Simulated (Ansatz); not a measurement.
# HfB2: the cost of one run

Method: DFT PBEsol, scalar-relativistic, in Ansatz 0.2.0.

## (1) Starting point

The structure is hexagonal, space group P6/mmm (No. 191). Conventional cell: a = 3.140 Å, b = 3.140 Å, c = 3.480 Å, α = 90.00°, β = 90.00°, γ = 120.00°. Hf (site symmetry 6/mmm) is surrounded by 12 B at 2.51 Å. Around B (site symmetry -6m2) lie 3 B at 1.81 Å and 6 Hf at 2.51 Å.

As a file:

```
Hf B
1.0
     3.14000    0.00000    0.00000
    -1.57000    2.71932    0.00000
     0.00000    0.00000    3.48000
Hf B
1 2
Direct
  0.00000 0.00000 0.00000
  0.33333 0.66667 0.50000
  0.66667 0.33333 0.50000
```

Atoms are numbered in the order of the input: Hf1, B2, B3.

## (2) Volume × 0.96, LAPW

Contents of input.yaml:

```yaml
crystal:
  lattice:
    - [3.0975624645, 0.0, 0.0]
    - [-1.5487812323, 2.682567784, 0.0]
    - [0.0, 0.0, 3.4329672075]
  atoms:
    - { symbol: Hf, position: [0.0, 0.0, 0.0] }
    - { symbol: B, position: [0.3333333333, 0.6666666667, 0.5] }
    - { symbol: B, position: [0.6666666667, 0.3333333333, 0.5] }
kpoints:
  mp_grid: { grid: [13, 13, 11] }
  band_path:
    path:
      - [0.0, 0.0, 0.0]
      - [0.5, 0.0, 0.0]
      - [0.3333333333, 0.3333333333, 0.0]
      - [0.0, 0.0, 0.0]
      - [0.0, 0.0, 0.5]
      - [0.5, 0.0, 0.5]
      - [0.3333333333, 0.3333333333, 0.5]
      - [0.0, 0.0, 0.5]
      - [0.5, 0.0, 0.5]
    npoints: 5
scf:
  occupations: { method: fermi_dirac, width: 0.05 }
hamiltonian:
  xc: pbesol
  pseudopotentials: { kind: all_electron, lapw: { basis_error: 0.0005 } }
output:
  forces: true
  stress: true
  eigenvalues: true
```

The run is started by

```sh
> ansatz run input.yaml --threads 1 --pin off --max-ram 6144MiB --backend cpu --events-out ev --progress --plain --runs-dir out
```

Q: Estimate wall time and peak memory on 1 thread of Arm Neoverse V1, shared host.

About 45 s, with a peak of 0.56 GiB.
